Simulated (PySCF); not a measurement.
# C₂H₈GeO: magnetic properties

Programs: PySCF 2.14.0, with routines of our own; each step states its level. All values are computed. Atoms count from 0.

## Step 1: The system as given

12 atoms, charge 0, multiplicity 1; geometry from: GFN2-xTB.

## Step 2: Magnetic properties: GIAO BP86/def2-SVP

What the job is given:

```
{"job": {"kind": "mag", "xc": "BP86", "basis": "def2-SVP"}, "charge": 0, "multiplicity": 1}
Ge     0.489740     0.609520     0.318870
H      0.541670     0.609710     1.834730
H      1.924300     0.552270    -0.168950
C     -0.612960     2.016070    -0.478270
H     -0.265120     3.005000    -0.194510
H     -1.643320     1.902270    -0.152670
H     -0.589050     1.937310    -1.562400
O     -0.336130    -0.858830    -0.210290
C      0.054550    -2.175390     0.098390
H      1.062460    -2.392960    -0.264330
H     -0.651950    -2.844100    -0.395880
H      0.025810    -2.360860     1.175320
```

Method: GIAO BP86/def2-SVP magnetisability, rotational g tensor and spin-rotation constants, non-relativistic, gas phase.

Command:

```
$ OMP_NUM_THREADS=1 python excited_run.py task.json out
```

One launch serves the whole session: the jobs run in the order shown.

**Question.** How long does this first job take on 1 thread of Intel Xeon 6975P-C, shared host, and how much memory does it need?

About 11 s, with a peak of 0.51 GiB.
